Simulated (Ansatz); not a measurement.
# BrClH5NSi: the cost of one run

Method: PBE0-D4, def2-SVP first, then def2-TZVP; program: Ansatz 0.2.0, Gaussian basis.

152 further runs of the same task are left out: 152 set aside as unsound or not needed. Runs told in other sessions of the task aren't counted.

**1. The system as given**

The guess: 9 atoms, charge 0, spin multiplicity 1.

Atoms are counted from 1 here; the program's logs count them from 0.

Bond lengths: Si1–H3 1.467 Å, Si1–H4 1.450 Å, Si1–N5 1.698 Å, Cl2–H6 1.398 Å, N5–H8 1.006 Å, N5–H9 1.008 Å. Angles: H3–Si1–H4 108.6°, H3–Si1–N5 100.9°, H4–Si1–N5 133.0°, Si1–N5–H8 121.3°, Si1–N5–H9 123.4°, H8–N5–H9 112.9°.

Geometry (Å):

```xyz
9

Si   -0.44000   -0.55590   -0.00220
Cl    1.84270   -1.16690    0.79620
H    -0.31990   -1.73920   -0.86070
H    -1.30330   -0.88250    1.11600
N    -0.46850    0.68290   -1.16280
H     1.61640    0.04380    1.45850
Br    0.30920    1.45670    1.70070
H    -0.72720    0.49850   -2.11740
H    -0.50940    1.66240   -0.92820
```

Distances that are to change: Si1–Br7 2.74 Å, Cl2–H6 1.40 Å, Si1–Cl2 2.49 Å, H6–Br7 1.94 Å.

**2. Constrained relaxation of the guess**

hold/in.yaml reads:

```yaml
crystal:
  periodic: [false, false, false]
  atoms:
    - {symbol: Si, position_ang: [-0.440000, -0.555900, -0.002200]}
    - {symbol: Cl, position_ang: [1.842700, -1.166900, 0.796200]}
    - {symbol: H, position_ang: [-0.319900, -1.739200, -0.860700]}
    - {symbol: H, position_ang: [-1.303300, -0.882500, 1.116000]}
    - {symbol: N, position_ang: [-0.468500, 0.682900, -1.162800]}
    - {symbol: H, position_ang: [1.616400, 0.043800, 1.458500]}
    - {symbol: Br, position_ang: [0.309200, 1.456700, 1.700700]}
    - {symbol: H, position_ang: [-0.727200, 0.498500, -2.117400]}
    - {symbol: H, position_ang: [-0.509400, 1.662400, -0.928200]}
basis:
  gaussian: {orbitals: def2-SVP}
hamiltonian: {xc: pbe0, dispersion: d4}
relax: {f_tol: 0.04, max_steps: 150, escape_saddle: false, constraints: [{distance: [0, 6]}, {distance: [1, 5]}, {distance: [0, 1]}, {distance: [5, 6]}]}
```

The run is started by

```sh
> ansatz run in.yaml --threads 8 --pin off --events-out ev --progress --plain --max-ram 19148MiB
```

**Question.** How long does this run take on 8 threads of Arm Neoverse V2, shared host?

About 8 s.
